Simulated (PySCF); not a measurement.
**C3H7NOSi: electronic excitations and core binding energies**

Aim: predict the electronic excitations and core binding energies of C3H7NOSi (`N[Si@H]1C=CCO1`).

Computed with PySCF 2.14.0, with density-fitted response routines of our own, on a single molecule in the gas phase. Atoms are numbered from 0 throughout.

## Step 1: Starting geometry

13 atoms, charge 0, multiplicity 1; geometry from: GFN2-xTB.

Bonds of the start (Å): N0–Si1 1.72, Si1–C2 1.88, C2–C3 1.33, C3–C4 1.50, C4–O5 1.40, O5–Si1 1.64, N0–H6 1.01, N0–H7 1.01, Si1–H8 1.47, C2–H9 1.08, C3–H10 1.08, C4–H11 1.10, C4–H12 1.10.

## Step 2: Ultraviolet spectrum: CAM-B3LYP/def2-SVPD

The job: settings as JSON, then the geometry in Å.

```
{"job": {"kind": "uv", "xc": "CAM-B3LYP", "basis": "def2-SVPD", "nstates": 8, "ntriplets": 3}, "charge": 0, "multiplicity": 1}
N      2.218357     0.254725    -0.525708
Si     0.847526     0.388149     0.511572
C     -0.670078     1.122501    -0.317458
C     -1.586030     0.165785    -0.367625
C     -1.172604    -1.154357     0.205614
O      0.155420    -1.093798     0.647921
H      2.728053    -0.614065    -0.500203
H      2.860115     1.028345    -0.568518
H      1.110978     0.913980     1.855359
H     -0.841751     2.116119    -0.691524
H     -2.581800     0.247515    -0.777762
H     -1.815161    -1.423274     1.055077
H     -1.257413    -1.951139    -0.544472
```

Level: TDDFT CAM-B3LYP/def2-SVPD, vertical, gas phase, core orbitals frozen in the response.

The run is started by

```console
$ OMP_NUM_THREADS=1 python probes_run.py task.json out
```

The driver reads the jobs from task.json and runs them one after another.

Standard output:

```text
coarse grid: 11376 points
cycle   1  E = -537.4730613721  dE =  9.863e-01  |g| = 7.478e-01  |ddm| = 5.528e+00
cycle   2  E = -537.4157666991  dE =  5.729e-02  |g| = 9.553e-01  |ddm| = 2.436e+00
cycle   3  E = -537.5876527178  dE = -1.719e-01  |g| = 7.641e-02  |ddm| = 1.212e+00
cycle   4  E = -537.5886112942  dE = -9.586e-04  |g| = 3.868e-02  |ddm| = 1.515e-01
cycle   5  E = -537.5889465213  dE = -3.352e-04  |g| = 8.106e-03  |ddm| = 8.993e-02
cycle   6  E = -537.5889598479  dE = -1.333e-05  |g| = 2.535e-03  |ddm| = 1.466e-02
cycle   7  E = -537.5889615789  dE = -1.731e-06  |g| = 4.787e-04  |ddm| = 6.527e-03
final grid: 105360 points
cycle   8  E = -537.6731394584  dE = -2.351e-05  |g| = 3.333e-03  |ddm| = 6.625e-02
cycle   9  E = -537.6731394034  dE =  5.501e-08  |g| = 3.591e-03  |ddm| = 1.378e-02
cycle  10  E = -537.6731421656  dE = -2.762e-06  |g| = 3.660e-04  |ddm| = 5.630e-03
cycle  11  E = -537.6731421906  dE = -2.498e-08  |g| = 1.727e-04  |ddm| = 8.384e-04
cycle  12  E = -537.6731421972  dE = -6.607e-09  |g| = 3.141e-05  |ddm| = 3.666e-04
cycle  13  E = -537.6731421974  dE = -2.116e-10  |g| = 1.150e-05  |ddm| = 6.225e-05
converged SCF energy = -537.6731421974

Static polarisability (au): isotropic 67.510, principal 57.650 63.302 81.578

Singlet excitations
state   eV       nm        f      main configurations
  1   6.3809    194.3   0.01276   H->L 0.86
  2   6.7534    183.6   0.05402   H->L+1 0.53, H->L+2 0.15, H-1->L 0.12
  3   6.9646    178.0   0.19267   H-1->L 0.65, H-1->L+1 0.11, H->L+1 0.09
  4   7.1949    172.3   0.00217   H->L+3 0.40, H->L+2 0.26, H->L+1 0.09
  5   7.2595    170.8   0.00275   H-1->L+2 0.89
  6   7.4933    165.5   0.01424   H-1->L+1 0.69, H-1->L+3 0.14, H-1->L 0.10
  7   7.6979    161.1   0.06099   H-2->L 0.72, H-2->L+1 0.10
  8   7.8491    158.0   0.01266   H-3->L 0.55, H-3->L+1 0.10, H->L+1 0.09

Triplet excitations (Tamm-Dancoff, eV): 4.4427 6.0455 6.3558
```

Run time: 54 s. Hardware: 1 thread of Arm Neoverse N1, shared host; peak memory 0.77 GiB.

Frontier orbitals and where they lie:

```csv
orbital,eV,atoms
HOMO−3,-10.46,"O5 38 %, C2 23 %, Si1 14 %"
HOMO−2,-9.84,"O5 53 %, C3 12 %, C2 9 %"
HOMO−1,-8.86,"C2 29 %, C3 25 %, C4 11 %"
HOMO,-8.81,"N0 55 %, Si1 13 %, H8 8 %"
LUMO,0.97,"C3 22 %, C2 20 %, Si1 17 %"
LUMO+1,1.36,"Si1 33 %, C2 14 %, C3 11 %"
LUMO+2,1.54,"C4 16 %, C3 16 %, Si1 15 %"
```

With each of the 8 states as a Gaussian band of 0.4 eV half-width at 1/e, the curve within the window shown has maxima at 179 nm (ε 9,900) L/(mol cm). Beyond the last state computed it falls off for lack of states. The curve at chosen wavelengths:

nm, ε (L/mol/cm) and a bar:
```
      152       1025 ###
      154       1672 #####
      157       2736 ########
      159       3315 ##########
      162       3833 ############
      164       4066 ############
      167       4689 ##############
      169       5491 #################
      172       7214 ######################
      174       8424 ##########################
      177       9681 #############################
      179       9870 ##############################
      182       9106 ############################
      184       8064 ########################
      187       6152 ###################
      189       4886 ###############
      192       3265 ##########
      194       2425 #######
      197       1509 ####
      199       1087 ###
      202        654 ##
      204        462 #
      207        269 #
      209        184 
      212        101 
      214         66
```

Further results of this job:

```csv
property,computed
dipole moment (D),0.82
polarisability (Å³),10.00
HOMO–LUMO gap (eV),9.78
−ε(HOMO) (eV),8.81
```

## Step 3: Core holes by ΔSCF: SCAN, X2C

The job, as its differences from that of step 2:

```diff
@@ -1,2 +1,2 @@
-{"job": {"kind": "uv", "xc": "CAM-B3LYP", "basis": "def2-SVPD", "nstates": 8, "ntriplets": 3}, "charge": 0, "multiplicity": 1}
+{"job": {"kind": "xps"}, "charge": 0, "multiplicity": 1}
 N      2.218357     0.254725    -0.525708
```

With the program's defaults for keys left out, this is: delta-SCF UKS SCAN, pcX-2 on the ionised atom, pcseg-1 elsewhere, spin-free X2C.

Standard output:

```text
ground state, core basis on atom 0 (N), 154 functions
  cycle   1  E = -538.42150815  |g| = 8.21e-01
  cycle   2  E = -538.15301068  |g| = 1.40e+00
  cycle   3  E = -538.55928094  |g| = 1.58e-01
  cycle   4  E = -538.56418550  |g| = 6.36e-02
  cycle   5  E = -538.56510041  |g| = 1.82e-02
  cycle   6  E = -538.56515552  |g| = 1.03e-02
  cycle   7  E = -538.56518230  |g| = 2.31e-03
  cycle   8  E = -538.56518309  |g| = 1.62e-03
  cycle   9  E = -538.56518169  |g| = 1.40e-04
  E(ground) = -538.60800850 Eh
hole in N 1s of atom 0
  cycle   1  E = -523.00244028  |g| = 1.86e+00
  cycle   2  E = -522.26929779  |g| = 2.07e+00
  cycle   3  E = -523.61880943  |g| = 4.35e-01
  cycle   4  E = -523.65849953  |g| = 2.82e-01
  cycle   5  E = -523.69569906  |g| = 8.71e-02
  cycle   6  E = -523.69863654  |g| = 3.85e-02
  cycle   7  E = -523.69942265  |g| = 6.36e-03
  cycle   8  E = -523.69943443  |g| = 5.44e-03
  cycle   9  E = -523.69944715  |g| = 1.44e-03
  cycle  10  E = -523.69944974  |g| = 6.21e-04
  cycle  11  E = -523.69944956  |g| = 3.36e-04
  E(ion) = -523.74090865 Eh   <S^2> = 0.7641   hole on atom = 1.000   binding energy = 404.554 eV
ground state, core basis on atom 1 (Si), 165 functions
  cycle   1  E = -538.65862099  |g| = 2.90e-01
  cycle   2  E = -538.65861218  |g| = 5.57e-02
  cycle   3  E = -538.65831975  |g| = 5.69e-02
  cycle   4  E = -538.65893559  |g| = 2.22e-02
  cycle   5  E = -538.65906007  |g| = 2.73e-03
  cycle   6  E = -538.65906206  |g| = 7.28e-04
  cycle   7  E = -538.65906274  |g| = 8.53e-05
  E(ground) = -538.66179062 Eh
hole in Si 1s of atom 1
  cycle   1  E = -469.72718718  |g| = 4.35e+00
  cycle   2  E = -469.64814397  |g| = 2.25e+00
  cycle   3  E = -470.19820187  |g| = 1.01e+00
  cycle   4  E = -470.66885110  |g| = 4.54e-01
  cycle   5  E = -470.75322301  |g| = 2.06e-01
  cycle   6  E = -470.77611007  |g| = 4.45e-02
  cycle   7  E = -470.77684415  |g| = 2.37e-02
  cycle   8  E = -470.77709744  |g| = 6.32e-03
  cycle   9  E = -470.77711113  |g| = 3.37e-03
  cycle  10  E = -470.77711728  |g| = 4.12e-04
  E(ion) = -470.78735196 Eh   <S^2> = 0.7520   hole on atom = 1.000   binding energy = 1846.958 eV
hole in Si 2p of atom 1
  cycle   1  E = -534.38755062  |g| = 1.25e+00
  cycle   2  E = -534.13120193  |g| = 1.24e+00
  cycle   3  E = -534.60527203  |g| = 4.27e-01
  cycle   4  E = -534.69053117  |g| = 1.78e-01
  cycle   5  E = -534.70428091  |g| = 6.69e-02
  cycle   6  E = -534.70654156  |g| = 2.30e-02
  cycle   7  E = -534.70681080  |g| = 5.14e-03
  cycle   8  E = -534.70681594  |g| = 3.16e-03
  cycle   9  E = -534.70682210  |g| = 5.61e-04
  cycle  10  E = -534.70682242  |g| = 2.97e-04
  E(ion) = -534.71976650 Eh   <S^2> = 0.7515   hole on atom = 1.003   binding energy = 107.268 eV
  2p3/2 = 106.998 eV   2p1/2 = 107.625 eV
ground state, core basis on atom 2 (C), 154 functions
  cycle   1  E = -538.55262035  |g| = 6.55e-02
  cycle   2  E = -538.55239634  |g| = 4.83e-02
  cycle   3  E = -538.55264436  |g| = 3.45e-02
  cycle   4  E = -538.55288957  |g| = 9.73e-03
  cycle   5  E = -538.55291591  |g| = 2.14e-03
  cycle   6  E = -538.55291666  |g| = 5.03e-04
  cycle   7  E = -538.55291743  |g| = 1.40e-04
  E(ground) = -538.59799296 Eh
hole in C 1s of atom 2
  cycle   1  E = -527.32678322  |g| = 1.51e+00
  cycle   2  E = -525.30308629  |g| = 2.22e+00
  cycle   3  E = -527.53417874  |g| = 8.47e-01
  cycle   4  E = -527.85725203  |g| = 3.42e-01
  cycle   5  E = -527.89941208  |g| = 1.61e-01
  cycle   6  E = -527.91008146  |g| = 4.95e-02
  cycle   7  E = -527.91120367  |g| = 1.54e-02
  cycle   8  E = -527.91131400  |g| = 8.67e-03
  cycle   9  E = -527.91135640  |g| = 3.27e-03
  cycle  10  E = -527.91136753  |g| = 1.75e-03
  cycle  11  E = -527.91137310  |g| = 1.09e-03
  cycle  12  E = -527.91137544  |g| = 3.90e-04
  E(ion) = -527.95554747 Eh   <S^2> = 0.7872   hole on atom = 1.000   binding energy = 289.596 eV
ground state, core basis on atom 3 (C), 154 functions
  cycle   1  E = -538.55208371  |g| = 6.08e-02
  cycle   2  E = -538.55153275  |g| = 5.26e-02
  cycle   3  E = -538.55181677  |g| = 4.04e-02
  cycle   4  E = -538.55225263  |g| = 4.66e-03
  cycle   5  E = -538.55225725  |g| = 5.23e-04
  cycle   6  E = -538.55225743  |g| = 1.81e-04
  E(ground) = -538.59777260 Eh
hole in C 1s of atom 3
  cycle   1  E = -527.29843027  |g| = 1.51e+00
  cycle   2  E = -524.92587656  |g| = 2.33e+00
  cycle   3  E = -527.47583772  |g| = 8.79e-01
  cycle   4  E = -527.82065644  |g| = 3.50e-01
  cycle   5  E = -527.85965842  |g| = 1.97e-01
  cycle   6  E = -527.87636791  |g| = 6.78e-02
  cycle   7  E = -527.87882678  |g| = 1.75e-02
  cycle   8  E = -527.87898294  |g| = 1.04e-02
  cycle   9  E = -527.87903915  |g| = 4.72e-03
  cycle  10  E = -527.87906202  |g| = 2.25e-03
  cycle  11  E = -527.87907272  |g| = 1.25e-03
  cycle  12  E = -527.87907677  |g| = 5.68e-04
  cycle  13  E = -527.87907677  |g| = 3.18e-04
  E(ion) = -527.92367474 Eh   <S^2> = 0.7988   hole on atom = 1.000   binding energy = 290.457 eV
ground state, core basis on atom 4 (C), 154 functions
  cycle   1  E = -538.55312676  |g| = 5.94e-02
  cycle   2  E = -538.55283296  |g| = 3.97e-02
  cycle   3  E = -538.55281142  |g| = 4.03e-02
  cycle   4  E = -538.55324750  |g| = 6.12e-03
  cycle   5  E = -538.55325647  |g| = 7.67e-04
  cycle   6  E = -538.55325660  |g| = 2.89e-04
  E(ground) = -538.59737904 Eh
hole in C 1s of atom 4
  cycle   1  E = -527.25764810  |g| = 1.51e+00
  cycle   2  E = -523.99919007  |g| = 2.66e+00
  cycle   3  E = -527.28767339  |g| = 1.06e+00
  cycle   4  E = -527.75572533  |g| = 3.91e-01
  cycle   5  E = -527.80435854  |g| = 1.74e-01
  cycle   6  E = -527.81322208  |g| = 8.18e-02
  cycle   7  E = -527.81622085  |g| = 1.52e-02
  cycle   8  E = -527.81627649  |g| = 1.26e-02
  cycle   9  E = -527.81636096  |g| = 3.32e-03
  cycle  10  E = -527.81637074  |g| = 1.54e-03
  cycle  11  E = -527.81637424  |g| = 8.61e-04
  cycle  12  E = -527.81637712  |g| = 5.45e-04
  cycle  13  E = -527.81637764  |g| = 4.08e-04
  E(ion) = -527.86002462 Eh   <S^2> = 0.7725   hole on atom = 1.000   binding energy = 292.178 eV
ground state, core basis on atom 5 (O), 154 functions
  cycle   1  E = -538.58397802  |g| = 1.00e-01
  cycle   2  E = -538.58318572  |g| = 8.00e-02
  cycle   3  E = -538.58376510  |g| = 5.76e-02
  cycle   4  E = -538.58433096  |g| = 5.23e-03
  cycle   5  E = -538.58433840  |g| = 1.44e-03
  cycle   6  E = -538.58433701  |g| = 5.16e-04
  cycle   7  E = -538.58433906  |g| = 8.48e-05
  E(ground) = -538.62589517 Eh
hole in O 1s of atom 5
  cycle   1  E = -517.99626810  |g| = 2.23e+00
  cycle   2  E = -517.49672519  |g| = 2.23e+00
  cycle   3  E = -518.76397158  |g| = 4.18e-01
  cycle   4  E = -518.80865131  |g| = 1.49e-01
  cycle   5  E = -518.81846398  |g| = 5.77e-02
  cycle   6  E = -518.81990728  |g| = 1.56e-02
  cycle   7  E = -518.82000983  |g| = 6.78e-03
  cycle   8  E = -518.82002983  |g| = 2.75e-03
  cycle   9  E = -518.82003394  |g| = 1.19e-03
  cycle  10  E = -518.82003516  |g| = 2.41e-04
  E(ion) = -518.86262824 Eh   <S^2> = 0.7615   hole on atom = 1.000   binding energy = 537.786 eV
```

Run time: 2.6 min. Hardware: 1 thread of Arm Neoverse N1, shared host; peak memory 0.65 GiB.

Binding energies by hole, beside the orbital energy of the ground state; the difference holds orbital relaxation and, for a density functional, its self-interaction error:

```csv
hole,stands for,environment,ΔSCF (eV; 2p as the shell's mean),−ε (eV),⟨S²⟩
N1s on N0,N0,"nitrogen bonded to Si, 2 H",404.55,385.3,0.764
Si1s on Si1,Si1,"silicon bonded to C, N, O, H, in a 5-membered ring",1846.96,1793.5,0.752
Si2p on Si1,Si1,"silicon bonded to C, N, O, H, in a 5-membered ring",107.21,96.3,0.752
C1s on C2,C2,alkene CH,289.60,273.1,0.787
C1s on C3,C3,alkene CH,290.46,273.9,0.799
C1s on C4,C4,allylic sp3 CH2 bonded to O,292.18,275.0,0.773
O1s on O5,O5,"oxygen bonded to C, Si, in a 5-membered ring",537.79,516.2,0.762
```

With the spin-orbit splitting: Si1 2p3/2 107.00, 2p1/2 107.63 eV. The table gives each 2p level as the mean over the whole 2p shell (two parts 2p3/2, one part 2p1/2), which differs a little from the single hole in the log.

## Step 4: Summary of results

| quantity | value |
| --- | --- |
| lowest singlet (CAM-B3LYP/def2-SVPD) | 6.38 eV (194 nm), f = 0.013 |
| brightest single state of those computed | state 3, 6.96 eV, f = 0.193 |
| lowest triplet | 4.44 eV |
| C1s binding energies, SCAN/pcX-2 | C4 292.18, C3 290.46, C2 289.60 eV |
| N1s binding energies, SCAN/pcX-2 | N0 404.55 eV |
| Si1s binding energies, SCAN/pcX-2 | Si1 1846.96 eV |
| Si2p binding energies, SCAN/pcX-2 | Si1 107.21 eV |
| O1s binding energies, SCAN/pcX-2 | O5 537.79 eV |

The first singlet state (HOMO→LUMO 0.86) lies at 6.38 eV and is weak; of the 8 states computed, the strongest absorption comes from state 3 at 6.96 eV. The lowest triplet lies 1.94 eV below the lowest singlet (triplets in Tamm-Dancoff, singlets in full TDDFT). The C1s levels kept as sound span 2.58 eV, from C2 (alkene CH) up to C4 (allylic sp3 CH2 bonded to O).
